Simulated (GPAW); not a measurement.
Crystal: HfB.

```
Hf B
1.0
     0.00000    2.31000    2.31000
     2.31000    0.00000    2.31000
     2.31000    2.31000    0.00000
Hf B
1 1
Cartesian
  2.3100 2.3100 2.3100
  0.0000 0.0000 0.0000
```

| Property | Result |
| --- | --- |
| Program | GPAW 26.7.0 |
| Task | relaxation of cell and atoms |
| Functional | RPBE |
| Potentials or basis | the program's PAW data sets (release 1.2.1) made for this functional |
| Cutoff | 800 eV |
| Basis | pw |
| k mesh | 10 × 10 × 10 |
| Occupations | fermi-dirac, width 0.05 eV |
| Spin | no spin polarisation |

At the start: pressure 36.1 GPa; volume 12.33 Å³/atom.

Problem. How do energy, volume and symmetry change on relaxing?

Solution. Over 4 steps the energy falls by 214.8 meV/atom and the volume is 14.48 Å³/atom (+17.4 %); space group Fm-3m (No. 225, to 0.05 Å).

Step by step:
```csv
step,energy change (eV),largest force (eV/Å),pressure (GPa),volume (Å³)
1,0.0000,0.0000,36.10,24.65
2,-0.2631,0.0000,20.35,26.16
3,-0.4265,0.0000,2.30,28.59
4,-0.4296,0.0000,0.20,28.95
```

Final structure:
```xyz
2
Lattice="0.0000 2.4371 2.4371 2.4371 0.0000 2.4371 2.4371 2.4371 0.0000" Properties=species:S:1:pos:R:3 pbc="T T T"
Hf    2.4371    2.4371    2.4371
B     0.0000    0.0000    0.0000
```

Caveat: later steps reuse the first step's grids; the volume moved by over 15 % at a fixed basis, so the end points are rough.
